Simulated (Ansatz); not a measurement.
# AlF₂H₂N: small, medium and large basis sets

The task here is to estimate one member of a computed series from the others.

Program: Ansatz 0.2.0, Gaussian basis. Level of theory: one geometry, several basis sets. These are calculated values, not measurements.

The runs, in order: PBE0-D4/def2-SVP; ωB97M-V/def2-SVP; PBE0-D4/def2-QZVPP; ωB97M-V/def2-QZVPP; the functionals' def2-TZVPP values are taken from earlier runs.

## Structure used throughout

An earlier PBE0-D4 in a triple-zeta def2 set relaxation fixed the geometry.

SMILES `[NH2][Al]([F])[F]`, 6 atoms, charge 0, spin multiplicity 1.

Atoms are counted from 1 here; the program's logs count them from 0.

Bond lengths: N1–Al2 1.745 Å, N1–H5 1.006 Å, N1–H6 1.006 Å, Al2–F3 1.640 Å, Al2–F4 1.640 Å. Angles: Al2–N1–H5 124.4°, Al2–N1–H6 124.5°, H5–N1–H6 111.1°, N1–Al2–F3 120.7°, N1–Al2–F4 120.7°, F3–Al2–F4 118.6°.

The first run:

in.yaml reads:

```yaml
crystal:
  periodic: [false, false, false]
  atoms:
    - {symbol: N, position_ang: [-0.352488, 0.868969, -0.156860]}
    - {symbol: Al, position_ang: [0.299535, -0.727036, 0.113501]}
    - {symbol: F, position_ang: [1.455804, -0.977417, 1.249152]}
    - {symbol: F, position_ang: [-0.230002, -2.007883, -0.763061]}
    - {symbol: H, position_ang: [-0.069648, 1.692031, 0.347645]}
    - {symbol: H, position_ang: [-1.061201, 1.087235, -0.836576]}
basis:
  gaussian: {orbitals: def2-SVP}
hamiltonian: {xc: pbe0, dispersion: d4}
output: {orbitals: {seedname: orbitals}}
```

Command:

```bash
ansatz run in.yaml --threads 4 --pin off --events-out ev --progress --plain --max-ram 10444MiB
```

Steps of the session up to this table: PBE0-D4 in def2-SVP; ωB97M-V in def2-SVP; PBE0-D4 in def2-QZVPP; ωB97M-V in def2-QZVPP.

One table of the session follows, with a row left open; its other results are not shown here.

```
functional       basis  HOMO (eV)
   PBE0-D4    def2-SVP          ?
   PBE0-D4  def2-TZVPP      -8.04
   PBE0-D4  def2-QZVPP      -8.09
   ωB97M-V    def2-SVP     -10.17
   ωB97M-V  def2-TZVPP     -10.45
   ωB97M-V  def2-QZVPP     -10.51
```

Estimate the missing values for PBE0-D4, def2-SVP.

**Answer.** HOMO (eV): -7.79. In the column «HOMO (eV)» it is the highest.
